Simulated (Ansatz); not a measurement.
# C3H7NSi: the cost of one run

Method: RKS B3LYP/def2-SVP, in Ansatz 0.2.0.

### 1 The system as given

Bond lengths: C1–C2 1.140 Å, C2–Si3 1.860 Å, Si3–C4 1.918 Å, C4–N5 1.429 Å, C1–H6 1.136 Å, Si3–H7 1.543 Å, Si3–H8 1.451 Å, C4–H9 1.029 Å, C4–H10 1.131 Å, N5–H11 1.042 Å, N5–H12 0.998 Å. Angles (14 of 17 angles, heavy atoms first): C1–C2–Si3 178.9°, C2–Si3–C4 113.5°, Si3–C4–N5 113.7°, C2–C1–H6 177.0°, C2–Si3–H7 109.9°, C2–Si3–H8 111.6°, C4–Si3–H7 106.8°, C4–Si3–H8 109.2°, Si3–C4–H9 108.2°, Si3–C4–H10 103.1°, N5–C4–H9 113.4°, N5–C4–H10 108.2°, C4–N5–H11 111.8°, C4–N5–H12 110.8°.

Structure file:

```xyz
12

C    -2.2215    0.8546    1.5329
C    -1.3537    0.1890    1.2115
Si    0.0584   -0.9165    0.7186
C     0.8412   -0.4520   -0.9693
N     1.2779    0.9068   -1.0448
H    -3.0856    1.5423    1.7999
H     1.1839   -0.8322    1.7704
H    -0.3387   -2.3120    0.6926
H     1.5856   -1.1323   -1.1757
H    -0.0153   -0.5884   -1.6953
H     0.4996    1.5743   -0.8571
H     1.6451    1.1113   -1.9496
```

### 2 Relaxing end A

Input file input.yaml:

```yaml
crystal:
  periodic: [false, false, false]
  atoms:
    - { symbol: C, position_ang: [-2.2215, 0.8546, 1.5329] }
    - { symbol: C, position_ang: [-1.3537, 0.189, 1.2115] }
    - { symbol: Si, position_ang: [0.0584, -0.9165, 0.7186] }
    - { symbol: C, position_ang: [0.8412, -0.452, -0.9693] }
    - { symbol: "N", position_ang: [1.2779, 0.9068, -1.0448] }
    - { symbol: H, position_ang: [-3.0856, 1.5423, 1.7999] }
    - { symbol: H, position_ang: [1.1839, -0.8322, 1.7704] }
    - { symbol: H, position_ang: [-0.3387, -2.312, 0.6926] }
    - { symbol: H, position_ang: [1.5856, -1.1323, -1.1757] }
    - { symbol: H, position_ang: [-0.0153, -0.5884, -1.6953] }
    - { symbol: H, position_ang: [0.4996, 1.5743, -0.8571] }
    - { symbol: H, position_ang: [1.6451, 1.1113, -1.9496] }
basis:
  gaussian: { orbitals: def2-SVP }
hamiltonian:
  xc: b3lyp
relax:
  f_tol: 0.015
  max_steps: 40
output:
  orbitals: {}
```

The run is started by

```
ansatz run input.yaml --threads 2 --pin off --max-ram 3072MiB --backend cpu --events-out ev --progress --plain --runs-dir out
```

What time and memory should one allow on 2 threads of Arm Neoverse V2, shared host?

About 20 s, with a peak of 0.23 GiB.
